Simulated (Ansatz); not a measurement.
# HfSi3O8: the cell at several levels of theory

Aim: relax HfSi3O8 in the tetragonal host structure with PBE, r2SCAN and PBEsol and see how far the functionals disagree on the cell. This is a trial cell built on a prototype, not taken from a measured structure, and it needn't be the compound's ground state.

The runs shown are made with Ansatz 0.2.0. PAW datasets, plane waves, zero pressure. The cell comes from a prototype generator: it can be a known phase or a hypothetical one. Spin polarisation is off.

### 1 The structure to begin with

This is the cell as the run starts from it, not yet at rest; its lengths are not the crystal's.

The symmetry is Pmm2 (No. 25, orthorhombic); a = 3.092 Å, b = 6.184 Å, c = 4.495 Å in the conventional setting, 7.16 Å³ an atom. Near Si stand 4 O at 1.78 Å; near Hf stand 4 O at 1.78 Å; near O stand 2 Si at 1.78 Å; near O stand 1 Hf at 1.78 Å and 1 Si at 1.78 Å.

Structure file:

Space group Pmm2 (No. 25). a = 3.092 Å, b = 6.184 Å, c = 4.495 Å, α = 90.00°, β = 90.00°, γ = 90.00°
```tsv
atom	site	symmetry	x	y	z
Si	2h	m..	0.5000	0.2500	0.5000
Hf	1a	mm2	0.0000	0.0000	0.0000
O	1c	mm2	0.5000	0.0000	0.3028
O	2g	m..	0.0000	0.2500	0.1972
O	2g	m..	0.0000	0.2500	0.6972
O	1c	mm2	0.5000	0.0000	0.8028
Si	1b	mm2	0.0000	0.5000	0.0000
O	1d	mm2	0.5000	0.5000	0.3028
O	1d	mm2	0.5000	0.5000	0.8028
```

### 2 Relaxing with PBE

Input file input.yaml:

```yaml
crystal:
  lattice:
    - [3.09224225, 0.0, 0.0]
    - [0.0, 6.18448451, 0.0]
    - [0.0, 0.0, 4.49481756]
  atoms:
    - { symbol: Si, position: [0.5, 0.25, 0.5] }
    - { symbol: Hf, position: [0.0, 0.0, 0.0] }
    - { symbol: O, position: [0.5, 0.0, 0.30279212] }
    - { symbol: O, position: [0.0, 0.25, 0.19720788] }
    - { symbol: O, position: [0.0, 0.25, 0.69720788] }
    - { symbol: O, position: [0.5, 0.0, 0.80279212] }
    - { symbol: Si, position: [0.5, 0.75, 0.5] }
    - { symbol: Si, position: [0.0, 0.5, 0.0] }
    - { symbol: O, position: [0.5, 0.5, 0.30279212] }
    - { symbol: O, position: [0.0, 0.75, 0.19720788] }
    - { symbol: O, position: [0.0, 0.75, 0.69720788] }
    - { symbol: O, position: [0.5, 0.5, 0.80279212] }
kpoints:
  mp_grid: { grid: [8, 4, 6] }
hamiltonian:
  xc: pbe
scf:
  occupations: { method: fermi_dirac, width: 0.02 }
relax:
  f_tol: 0.005
  cell: {}
output:
  write_density: true
  write_potential: true
  elf: true
  volumetric_format: npy
```

After this run come: Relaxing with r2SCAN; Relaxation with PBEsol.

Before running it: what results should come out? Wanted: for each run, a; b; c; volume; space group; SCF geometries.

The runs gave:

| level | a (Å) | b (Å) | c (Å) | volume (Å³/atom) | space group | SCF geometries |
| --- | --- | --- | --- | --- | --- | --- |
| PBE | 3.538 | 5.766 | 6.491 | 11.035 | Pmm2 | 53 |
| r2SCAN | 3.444 | 5.815 | 5.822 | 9.717 | Pmm2 | 15 |
| PBEsol | 3.508 | 5.763 | 5.821 | 9.807 | Pmm2 | 21 |

**Reading.** From the start to the first minimum the volume moved by +54.1 %. r2SCAN gives the smallest cell and PBE the largest; they differ by 13.6 % in volume, a mean of 4.3 % in length. The meshes differ: PBE 8×4×6, r2SCAN 6×4×4, PBEsol 6×4×4.
